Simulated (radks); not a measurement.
# The Coulomb parameter U of the 5d shell of Pt

Aim: U as the second difference [E(n + 0.5) + E(n − 0.5) − 2E(n)]/0.5², with all orbitals relaxed. Bare: the atom's charge changes with n. Screened: the 6s shell takes up the change. The start is a model configuration, not necessarily the ground state.

Program: radks (a radial shooting solver on a logarithmic mesh, Libxc functionals) version 1. Level of theory: scalar-relativistic Kohn-Sham, LDA (Slater exchange, Perdew-Wang correlation), spin-unpolarised, spherical densities, finite nucleus. These are calculated values, not measurements, unless marked.

## (1) The system

* element: platinum (Z = 78)
* charge: 0
* electrons: 78
* configuration: [Xe] 4f14 5d9 6s1
* nuclear rms radius: 5.427 fm

The outer shells:

Pt
```
[Xe] core
4f [↑↓][↑↓][↑↓][↑↓][↑↓][↑↓][↑↓]
5d [↑↓][↑↓][↑↓][↑↓][↑ ]
6s [↑ ]
```

## (2) Start: [Xe] 4f14 5d9 6s1

Input:

```text
Z 78
configuration [Xe] 4f14 5d9 6s1
relativity scalar-relativistic
functional lda,pw
spin unpolarised
nucleus finite rms 5.427 fm
c 137.035999084
```

## (3) Bare +0.5: [Xe] 4f14 5d9.5 6s1

Input:

```text
Z 78
configuration [Xe] 4f14 5d9.5 6s1
relativity scalar-relativistic
functional lda,pw
spin unpolarised
nucleus finite rms 5.427 fm
c 137.035999084
```

## (4) Bare -0.5: [Xe] 4f14 5d8.5 6s1

Input:

```text
Z 78
configuration [Xe] 4f14 5d8.5 6s1
relativity scalar-relativistic
functional lda,pw
spin unpolarised
nucleus finite rms 5.427 fm
c 137.035999084
```

## (5) Screened +0.5: [Xe] 4f14 5d9.5 6s0.5

Input:

```text
Z 78
configuration [Xe] 4f14 5d9.5 6s0.5
relativity scalar-relativistic
functional lda,pw
spin unpolarised
nucleus finite rms 5.427 fm
c 137.035999084
```

## (6) Screened -0.5: [Xe] 4f14 5d8.5 6s1.5

Input:

```text
Z 78
configuration [Xe] 4f14 5d8.5 6s1.5
relativity scalar-relativistic
functional lda,pw
spin unpolarised
nucleus finite rms 5.427 fm
c 137.035999084
```

Q: Predict the outcome of this session.

**Answer**, as computed:

| quantity | value (eV) |
| --- | --- |
| U, bare | 9.387 |
| U, screened by 6s | 0.987 |
| F0(5d,5d), frozen orbitals | 14.640 |

In words: Relaxing the orbitals brings U down to 64 % of the Slater integral F0. Letting 6s compensate leaves 11 % of the bare value; this second difference measures U(5d,5d) + U(6s,6s) − 2U(5d,6s). The step up makes a negative ion, whose loosely bound charge lowers the bare value. A solid screens further than the bare atom, so the bare value is an upper guide for the U of a crystal.
